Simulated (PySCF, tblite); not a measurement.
# C₂H₉B₂N: geometry, infrared bands, NMR shifts and spin-spin couplings

Aim: predict the infrared bands, NMR shifts and spin-spin couplings of C₂H₉B₂N (`BNBCC`).

Computed with tblite 0.8.0 and PySCF 2.14.0, with density-fitted response routines of our own, on a single molecule in the gas phase. Atoms count from 0, in the outputs and in this text.

### Step 1. Starting geometry

14 atoms, charge 0, multiplicity 1; geometry from: force field or distance geometry start.

Bonds of the start (Å): B0–N1 1.54, N1–B2 1.51, B2–C3 1.59, C3–C4 1.52, B0–H5 1.18, B0–H6 1.19, N1–H7 1.07, B2–H8 1.19, C3–H9 1.11, C3–H10 1.10, C4–H11 1.13, C4–H12 1.10, C4–H13 1.10.

### Step 2. Relaxing the molecule with GFN2-xTB

The job: settings as JSON, then the geometry in Å.

```
{"job": {"kind": "relax", "xc": "GFN2-xTB", "basis": "xTB"}, "charge": 0, "multiplicity": 1}
B      2.399400    -0.418600     0.442700
N      0.964600    -0.121100     0.922700
B      0.422900     0.945500    -0.003100
C     -0.971400     0.830600    -0.756900
C     -1.958400    -0.067400    -0.022100
H      3.200600     0.390400     0.770000
H      2.590100    -0.885800    -0.636600
H      1.099800     0.378500     1.858400
H      1.209700     1.768100    -0.350300
H     -1.421000     1.847800    -0.792500
H     -0.811500     0.467900    -1.787000
H     -2.549000    -0.622300    -0.802900
H     -1.483500    -0.806400     0.636900
H     -2.693000     0.572200     0.498400
```

The run is started by

```
OMP_NUM_THREADS=1 python probes_run.py task.json out
```

This one command runs all jobs of the session in turn.

**Question.** This job is followed by: GFN2-xTB harmonic vibrations, gas phase; GIAO PBE0/pcSseg-1 NMR shielding, non-relativistic, gas phase; B3LYP/pcJ-1 indirect spin-spin coupling, non-relativistic, gas phase. Predict these results of the whole session: strongest single infrared mode (GFN2-xTB); zero-point energy (GFN2-xTB); 13C shifts against TMS (PBE0/pcSseg-1); 1H shifts against TMS (PBE0/pcSseg-1, means over atoms taken as alike); 11B shifts against BF3·OEt2 (PBE0/pcSseg-1); 15N shifts against NH3 (PBE0/pcSseg-1); surface potential, 1st and 99th percentile; largest coupling of the table (B3LYP/pcJ-1).

As calculated:

```
                                                              quantity                             value
                             strongest single infrared mode (GFN2-xTB)             1410 cm⁻¹, 564 km/mol
                                          zero-point energy (GFN2-xTB)                     72.3 kcal/mol
                                13C shifts against TMS (PBE0/pcSseg-1)                     18.8, 8.7 ppm
1H shifts against TMS (PBE0/pcSseg-1, means over atoms taken as alike)  7.60, 5.86, 5.53, 1.31, 1.06 ppm
                           11B shifts against BF3·OEt2 (PBE0/pcSseg-1)                    55.6, 50.2 ppm
                                15N shifts against NH3 (PBE0/pcSseg-1)                         188.4 ppm
                                 surface potential, 1st and 99th percentile                -0.42 V and 1.43 V
                           largest coupling of the table (B3LYP/pcJ-1)           1J(B,H) B2–H8, 137.7 Hz
```

The optimisation took 114 steps and gained 2.205 eV; among the close pairs (by a distance rule), B0–N1 changed most, from 1.542 to 1.406 Å. All 36 modes are real, so the xTB geometry is a minimum. Unscaled tight-binding wavenumbers are off by several per cent, some by more. Its intensities can rank the bands wrongly. At PBE0/pcSseg-1: Shielding is most anisotropic at N1 (span 338 ppm, paramagnetic term -244 ppm). At PBE0/pcSseg-1, counted by nearest atom on the grid, the HOMO lies on C3 26 %; B2 20 %, the LUMO on B0 35 %; B2 27 %. In the run at B3LYP/pcJ-1, the largest coupling of the table is B2–H8, 137.7 Hz, of which the Fermi-contact term gives 137.9 Hz. Couplings across rotatable bonds belong to this one conformer; where others are populated, the observed values are averages.
